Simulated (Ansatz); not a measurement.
**C₂H₂BCl: a ladder of functionals and wavefunction methods**

An exercise on one series of results from a longer session: the logs are not shown, and one member is left open.

Program: Ansatz 0.2.0, Gaussian basis. Level of theory: functionals in def2-TZVPP, the program's frozen cores in correlated methods. These are calculated values, not measurements.

The runs, in order: LDA (SPW92), PBE-D4, revPBE-D4, BLYP-D4, r2SCAN-D4, B97M-V, PBE0-D4, B3LYP-D4, r2SCANh-D4, r2SCAN0-D4, HSE06-D4, BHLYP-D4, CAM-B3LYP-D4, LC-ωPBE, ωB97X-V, ωB97M-V, B2PLYP, PBE-QIDH; CCSD(T)/def2-SVP; CCSD(T)/def2-TZVPP; MP2/def2-QZVPP; extrapolation to the limit; RPA on PBE.

### The relaxed structure

The geometry comes from an earlier relaxation with PBE0-D4 in a triple-zeta def2 set; it is a stationary point.

SMILES `ClB1C=C1`, 6 atoms, charge 0, spin multiplicity 1.

Atoms are counted from 1 here; the program's logs count them from 0.

Bond lengths: Cl1–B2 1.727 Å, B2–C3 1.463 Å, B2–C4 1.463 Å, C3–C4 1.351 Å, C3–H5 1.082 Å, C4–H6 1.082 Å. Angles: Cl1–B2–C3 152.5°, Cl1–B2–C4 152.5°, C3–B2–C4 55.0°, B2–C3–C4 62.5°, B2–C3–H5 159.4°, C4–C3–H5 138.1°, B2–C4–C3 62.5°, B2–C4–H6 159.4°, C3–C4–H6 138.1°.

Set-up of the first run:

The input, in.yaml:

```yaml
crystal:
  periodic: [false, false, false]
  atoms:
    - {symbol: Cl, position_ang: [-1.122416, -0.607792, 2.192845]}
    - {symbol: B, position_ang: [-0.355860, -0.202517, 0.699329]}
    - {symbol: C, position_ang: [0.403070, 0.699683, -0.166306]}
    - {symbol: C, position_ang: [0.036791, -0.495882, -0.678721]}
    - {symbol: H, position_ang: [0.941767, 1.581812, -0.484923]}
    - {symbol: H, position_ang: [0.138748, -1.039304, -1.608323]}
basis:
  gaussian: {orbitals: def2-TZVPP}
hamiltonian: {xc: lda}
output: {orbitals: {seedname: orbitals}}
```

The run is started by

```sh
$ ansatz run in.yaml --threads 2 --pin off --events-out ev --progress --plain --max-ram 4352MiB
```

Steps of the session up to this table: LDA; PBE-D4 (GGA); revPBE-D4 (GGA); BLYP-D4 (GGA); r2SCAN-D4 (meta-GGA); B97M-V (meta-GGA); B3LYP-D4 (hybrid); r2SCANh-D4 (hybrid); r2SCAN0-D4 (hybrid); HSE06-D4 (hybrid); BHLYP-D4 (hybrid); CAM-B3LYP-D4 (range-separated); LC-ωPBE (range-separated); ωB97X-V (range-separated); ωB97M-V (range-separated); B2PLYP (double hybrid); PBE-QIDH (double hybrid).

One table of the session follows, with a row left open; its other results are not shown here.

It belongs to the step «Frontier levels by functional». 

| functional | HOMO (eV) | gap (eV) |
| --- | --- | --- |
| LDA (SPW92) | -6.55 | 4.62 |
| PBE-D4 | -6.44 | 4.77 |
| revPBE-D4 | -6.40 | 4.82 |
| BLYP-D4 | -6.32 | 4.81 |
| r2SCAN-D4 | -6.70 | 5.34 |
| B97M-V | -6.80 | 5.56 |
| PBE0-D4 | -7.77 | 7.22 |
| B3LYP-D4 | -7.55 | 6.76 |
| r2SCANh-D4 | -7.19 | 6.23 |
| r2SCAN0-D4 | ? | ? |
| HSE06-D4 | -7.37 | 6.42 |
| BHLYP-D4 | -9.01 | 9.65 |
| CAM-B3LYP-D4 | -9.14 | 9.79 |
| LC-ωPBE | -10.49 | 12.35 |
| ωB97X-V | -10.13 | 11.91 |
| ωB97M-V | -9.98 | 11.64 |

Q: Estimate the row for r2SCAN0-D4 from the others.

Worked estimate for «HOMO (eV)». Against the share of exact exchange, r2SCAN-D4 (0, -6.70), r2SCANh-D4 (0.1, -7.19) give a slope of -4.90 per unit share; at 0.25 the line stands at -7.92.

The run gave: HOMO (eV): -7.93; gap (eV): 7.56. In «HOMO (eV)» the line misses by +0.01.
